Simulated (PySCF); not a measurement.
**C3H5F2O2−: electronic excitations and core binding energies**

Aim: predict the electronic excitations and core binding energies of C3H5F2O2− (`[O-]CCOC(F)F`).

The runs use PySCF 2.14.0, with density-fitted response routines of our own; the level of theory stands in each step. All values are computed, except where a source is named. Atoms count from 0, in the outputs and in this text.

**1. Starting geometry**

12 atoms, charge -1, multiplicity 1; geometry from: GFN2-xTB.

Bonds of the start (Å): O0–C1 1.32, C1–C2 1.57, C2–O3 1.44, O3–C4 1.35, C4–F5 1.39, C4–F6 1.37, C1–H7 1.14, C1–H8 1.14, C2–H9 1.10, C2–H10 1.09, C4–H11 1.12.

**2. Excited states and response: B3LYP/def2-SVPD**

What the job is given:

```
{"job": {"kind": "uv", "xc": "B3LYP", "basis": "def2-SVPD", "nstates": 8, "ntriplets": 3}, "charge": -1, "multiplicity": 1}
O      1.340698     0.357915    -1.155306
C      1.328826     0.341339     0.160952
C      0.277986    -0.640591     0.783884
O     -1.079862    -0.196822     0.599084
C     -1.345369     0.188555    -0.664965
F     -2.183049    -0.732390    -1.278286
F     -2.114414     1.319561    -0.644581
H      2.315880     0.021500     0.628017
H      1.098618     1.346536     0.638231
H      0.391242    -1.628585     0.320833
H      0.389667    -0.724120     1.868227
H     -0.419025     0.346417    -1.282117
```

With the program's defaults for keys left out, this is: TDDFT B3LYP/def2-SVPD, vertical, gas phase, core orbitals frozen in the response.

**Question.** This job is followed by: delta-SCF UKS SCAN, pcX-2 on the ionised atom, pcseg-1 elsewhere, spin-free X2C. What will the session give for the following? lowest singlet (B3LYP/def2-SVPD); brightest of those computed; lowest triplet; C1s binding energies; O1s binding energies; F1s binding energies.

As calculated:

| quantity | value |
| --- | --- |
| lowest singlet (B3LYP/def2-SVPD) | 3.89 eV (319 nm), f = 0.025 |
| brightest of those computed | state 8, 5.14 eV, f = 0.035 |
| lowest triplet | 3.79 eV |
| C1s binding energies | C4 291.37, C2 287.34, C1 286.62 eV |
| O1s binding energies | O3 534.57, O0 529.50 eV |
| F1s binding energies | F5 688.04 eV |

**Reading.** The first singlet state (HOMO→LUMO 0.92) lies at 3.89 eV and is weak; the strongest absorption computed is state 8 at 5.14 eV. The lowest triplet lies 0.10 eV below the lowest singlet (triplets in Tamm-Dancoff, singlets in full TDDFT). In the gas-phase run even the lowest singlet lies above the energy needed to detach an electron from this anion, so its states are not to be taken as bound. C4 (sp3 CH bonded to 2 F and O) binds its C1s electron 4.74 eV more tightly than C1 (sp3 CH2 bonded to O). O3 (ether oxygen) binds its O1s electron 5.07 eV more tightly than O0 (oxygen bonded to C).
